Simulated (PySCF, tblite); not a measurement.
**C5H10BNO: geometry, infrared bands and NMR shifts**

What infrared bands and NMR shifts should C5H10BNO (`CB(C)/N=C\CC=O`) show?

Programs: tblite 0.8.0 and PySCF 2.14.0, with density-fitted response routines of our own. Each step states its level of theory. These are calculated values for one molecule in the gas phase, unless marked as measured. Atoms are numbered from 0 throughout.

**1. Starting geometry**

18 atoms, charge 0, multiplicity 1; geometry from: force field or distance geometry start.

Bonds of the start (Å): C0–B1 1.59, B1–C2 1.58, B1–N3 1.52, N3–C4 1.27, C4–C5 1.49, C5–C6 1.50, C6–O7 1.21, C0–H8 1.11, C0–H9 1.12, C0–H10 1.10, C2–H11 1.11, C2–H12 1.10, C2–H13 1.11, C4–H14 1.10, C5–H15 1.11, C5–H16 1.12, C6–H17 1.09.

**2. Geometry optimisation with GFN2-xTB**

Job settings and geometry (Å):

```
{"job": {"kind": "relax", "xc": "GFN2-xTB", "basis": "xTB"}, "charge": 0, "multiplicity": 1}
C     -2.001400    -1.661600     0.687900
B     -1.276900    -0.466000    -0.079400
C     -1.982500     0.261700    -1.288700
N      0.114400    -0.060200     0.385800
C      0.808100     0.874900    -0.132600
C      2.165500     1.200800     0.392700
C      3.124900     0.078300     0.134500
O      3.446700    -0.214400    -0.999400
H     -2.126200    -1.395100     1.760000
H     -3.014300    -1.849700     0.251700
H     -1.401100    -2.582600     0.607600
H     -2.114900     1.340000    -1.055900
H     -1.380400     0.153300    -2.197700
H     -2.989300    -0.174200    -1.481200
H      0.422800     1.468500    -0.971300
H      2.551000     2.123900    -0.080900
H      2.101900     1.394100     1.491200
H      3.542900    -0.485400     0.970800
```

The run is started by

```
OMP_NUM_THREADS=1 python probes_run.py task.json out
```

The driver reads the jobs from task.json and runs them one after another.

**Question.** This job is followed by: GFN2-xTB harmonic vibrations, gas phase; GIAO PBE0/pcSseg-1 NMR shielding, non-relativistic, gas phase. What will the session give for the following? strongest single infrared mode (GFN2-xTB); zero-point energy (GFN2-xTB); ¹³C shifts against TMS (PBE0/pcSseg-1, means over atoms taken as alike); ¹H shifts against TMS (PBE0/pcSseg-1, means over atoms taken as alike); ¹¹B shifts against BF3·OEt2 (PBE0/pcSseg-1); ¹⁵N shifts against NH3 (PBE0/pcSseg-1); ¹⁷O shifts against H2O (PBE0/pcSseg-1).

**Answer**, as computed:

```
                                                               quantity                        value
                              strongest single infrared mode (GFN2-xTB)        1785 cm⁻¹, 563 km/mol
                                           zero-point energy (GFN2-xTB)                89.9 kcal/mol
¹³C shifts against TMS (PBE0/pcSseg-1, means over atoms taken as alike)  199.2, 138.5, 60.0, 5.2 ppm
 ¹H shifts against TMS (PBE0/pcSseg-1, means over atoms taken as alike)   9.70, 7.45, 3.21, 0.49 ppm
                            ¹¹B shifts against BF3·OEt2 (PBE0/pcSseg-1)                     27.6 ppm
                                 ¹⁵N shifts against NH3 (PBE0/pcSseg-1)                    411.6 ppm
                                 ¹⁷O shifts against H2O (PBE0/pcSseg-1)                    720.3 ppm
```

Relaxing lowered the energy by 1.176 eV in 212 steps; the close pair that moved most is B1–N3, from 1.522 to 1.346 Å. All 48 modes are real, so the xTB geometry is a minimum. The strongest single mode, at 1785 cm⁻¹, moves mainly C6 and O7. Unscaled tight-binding wavenumbers are off by several per cent, some by more. Its intensities can rank the bands wrongly. C6 (aldehyde carbonyl carbon) lies farthest downfield among carbon, at 199.2 ppm; low-lying n→π* states of the double bond to the heteroatom give a large paramagnetic term (-264 ppm). The most deshielded hydrogen is H17 (hydrogen on an aldehyde carbonyl carbon), at 9.70 ppm: the C=O anisotropy and electron withdrawal place aldehyde protons far downfield. At PBE0/pcSseg-1: The widest tensor belongs to O7: span 1369 ppm, with a paramagnetic part of -776 ppm.
